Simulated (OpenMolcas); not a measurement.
# BHLYP/ANO-L-VTZP (RICD fitting, electric field -0.005 a.u., field axis z) run of CHCuO (Cu(CO)H)

What is the vertical singlet–triplet gap of CHCuO (Cu(CO)H) at BHLYP/ANO-L-VTZP (RICD fitting, electric field -0.005 a.u., field axis z)? 

Program for the calculation: OpenMolcas 26.06.

4 further runs of the same task are left out: 1 that didn't finish, 3 set aside as unsound or not needed.

**1. The system as given**

The species is CHCuO (4 atoms), meant as a singlet with charge 0. As SMILES, `[H][Cu]<-[C-]#[O+]`. Geometry: a GFN2-xTB relaxation, a rough one for these elements and not checked as a minimum.

Bond lengths: Cu1–C2 1.786 Å, C2–O3 1.137 Å, Cu1–H4 1.489 Å. Angles: Cu1–C2–O3 177.7°, C2–Cu1–H4 179.0°.

**2. The energy at BHLYP/ANO-L-VTZP (RICD fitting, electric field -0.005 a.u., field axis z)**

Input file calc.inp:

```
* CHCuO Kohn-Sham DFT

&gateway
  coord
  4
  angstrom
  Cu      -0.014370       0.018700      -0.804770
  C       -0.004560       0.008270       0.981090
  O        0.032210      -0.031180       2.117060
  H       -0.013280       0.004200      -2.293380
  basis=ANO-L-VTZP
  group=Full
  ricd

&seward

&ffpt
  dipole
  Z 0.005

&scf
  ksdft=HYB_GGA_XC_BHANDHLYP
  prorbitals=0
```

The run is started by

```sh
$ export MOLCAS_MEM=1860
$ pymolcas calc.inp > calc.log
```

The log of the run:

```text
--- Start Module: gateway ---
[...]
--- Stop Module: gateway /rc=_RC_ALL_IS_WELL_ ---
[...]
      Basis functions          133
[...]
--- Start Module: ffpt ---
[...]
--- Stop Module: ffpt /rc=_RC_ALL_IS_WELL_ ---
--- Start Module: scf ---
[...]
       Convergence after  14 Iterations
[...]
::    Total KS-DFT energy                           -1754.3913308418
[...]
      Total spin, S                                     0.0000000000
[...]
      Total electronic charge=   44.000000
      Total            charge=   -0.000000
[...]
      Dipole Moment (debye):
      Origin of the operator (angstrom)=   -0.0050    0.0085   -0.0796
                   X= -1.8706E-02               Y=  4.9675E-02               Z=  2.9006E+00           Total=  2.9011E+00
      Quadrupole Moment (debye*angstrom):
[...]
--- Stop Module: scf /rc=_RC_ALL_IS_WELL_ ---
[...]
```

Wall time 27 s (1 thread of Arm Neoverse V1, shared host); peak memory 0.22 GiB.

**3. The triplet at the same level**

Input file calc.input:

```
>>> EXPORT MOLCAS_PRINT=2

&gateway
  coord
  4
  angstrom
  Cu      -0.014370       0.018700      -0.804770
  C       -0.004560       0.008270       0.981090
  O        0.032210      -0.031180       2.117060
  H       -0.013280       0.004200      -2.293380
  basis=ANO-L-VTZP
  group=Full
  ricd

&seward

&ffpt
  dipole
  Z 0.005

&scf
  uhf
  spin=3
  ksdft=HYB_GGA_XC_BHANDHLYP
  prorbitals=0
```

The run is started by

```sh
$ export MOLCAS_MEM=1860
$ pymolcas calc.input > calc.log
```

The log of the run:

```text
--- Start Module: gateway ---
[...]
--- Stop Module: gateway /rc=_RC_ALL_IS_WELL_ ---
[...]
      Basis functions          133
[...]
--- Start Module: ffpt ---
[...]
--- Stop Module: ffpt /rc=_RC_ALL_IS_WELL_ ---
--- Start Module: scf ---
[...]
       Convergence after  34 Iterations
[...]
::    Total KS-DFT energy                           -1754.2980757796
[...]
      Total spin, S                                     1.0039646241
[...]
      Total electronic charge=   44.000000
      Total            charge=   -0.000000
[...]
      Dipole Moment (debye):
      Origin of the operator (angstrom)=   -0.0050    0.0085   -0.0796
                   X= -3.7012E-02               Y=  6.6527E-02               Z= -2.0396E+00           Total=  2.0411E+00
      Quadrupole Moment (debye*angstrom):
[...]
--- Stop Module: scf /rc=_RC_ALL_IS_WELL_ ---
[...]
```

It took 71 s on 1 thread of Arm Neoverse V1, shared host; peak memory 0.22 GiB.

**4. Outcome**

At BHLYP/ANO-L-VTZP (RICD fitting, electric field -0.005 a.u., field axis z):

```
                                        quantity           value
                           singlet: total energy  -1754.39133 Eh
                          singlet: HOMO–LUMO gap         6.20 eV
                           triplet: total energy  -1754.29808 Eh
                                   triplet: ⟨S²⟩           2.012
vertical energy of the triplet above the singlet        2.538 eV
```

What this shows: At this shape the triplet lies 2.54 eV (59 kcal/mol) above the singlet.
